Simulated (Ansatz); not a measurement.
Working through a convergence test of the k-point mesh of HfC, space group Fm-3m

Program: the Ansatz DFT code, driven from Python.

Run as a notebook:

```python
import ansatz as az
import matplotlib.pyplot as plt

lattice = az.Lattice.of(
    [0.0, 2.325, 2.325],
    [2.325, 0.0, 2.325],
    [2.325, 2.325, 0.0],
)
sites = [
    ("Hf", [0.5, 0.5, 0.5]),
    ("C", [0.0, 0.0, 0.0]),
]
xtal = az.Crystal(lattice=lattice)
for symbol, position in sites:
    xtal = xtal.atom(symbol, position)

setup = (
    xtal.calculation()
    .functional(az.Functional.PBE)
    .occupations("Marzari-Vanderbilt", width=0.05)
    .stress()
)
```

```python
rows = []
for value in [0.9, 0.7, 0.55, 0.45, 0.35]:
    report = setup.kpoints(spacing=value).run(threads=1).report
    rows.append((value, report["free_energy_ev"] / len(report["lattice"]["sites"]), report["n_iterations"], sum(report["stress_gpa"][i][i] for i in range(3)) / 3, report["n_kpoints"]))
```

    DeckWarning: basis.ecutwfc = 420 eV, auto-derived from the records' recommended cutoffs: set by Hf (normal level)

```python
print("spacing (1/A)   F/atom (eV)    iterations       P (GPa)      k-points")
for row in rows:
    print(f"{str(row[0]):>12s}  {row[1]:12.5f}  {row[2]:12d}  {row[3]:12.3f}  {row[4]:12d}")
```

    spacing (1/A)   F/atom (eV)    iterations       P (GPa)      k-points
             0.9   -7986.95686             6         0.067             4
             0.7   -7987.03577             8        -1.178             8
            0.55   -7987.04576             6         0.992            10
            0.45   -7987.06399             5         0.174            16
            0.35   -7987.06619             5         0.372            20

```python
# the last row is the reference
for row in rows[:-1]:
    shift = 1000 * (row[1] - rows[-1][1])
    print(f"{row[0]}: {shift:+.2f} meV/atom" + ("  (within 2 meV)" if abs(shift) < 2 else ""))
plt.figure(figsize=(4.5, 3))
plt.plot([str(row[0]) for row in rows], [1000 * (row[1] - rows[-1][1]) for row in rows], "o-")
plt.xlabel("spacing (1/A)")
plt.ylabel("F - F(last) (meV/atom)")
plt.tight_layout()
plt.savefig("kconv.png", dpi=100)
```

    0.9: +109.33 meV/atom
    0.7: +30.42 meV/atom
    0.55: +20.43 meV/atom
    0.45: +2.20 meV/atom

Notes:
- Pressure is positive in compression.
- Spin-orbit coupling, which matters for elements this heavy, is left out.
- The structure is a deposited one; some such entries were measured under pressure or heat, so a shift against it needn't be the functional's error alone.
- Warnings are shown shortened and without file and line.
- Shifts are counted from the finest mesh, which is itself no proven limit.
- It ran for 3.5 s on 1 thread of Arm Neoverse V2, on a shared host, peak memory 0.38 GiB.
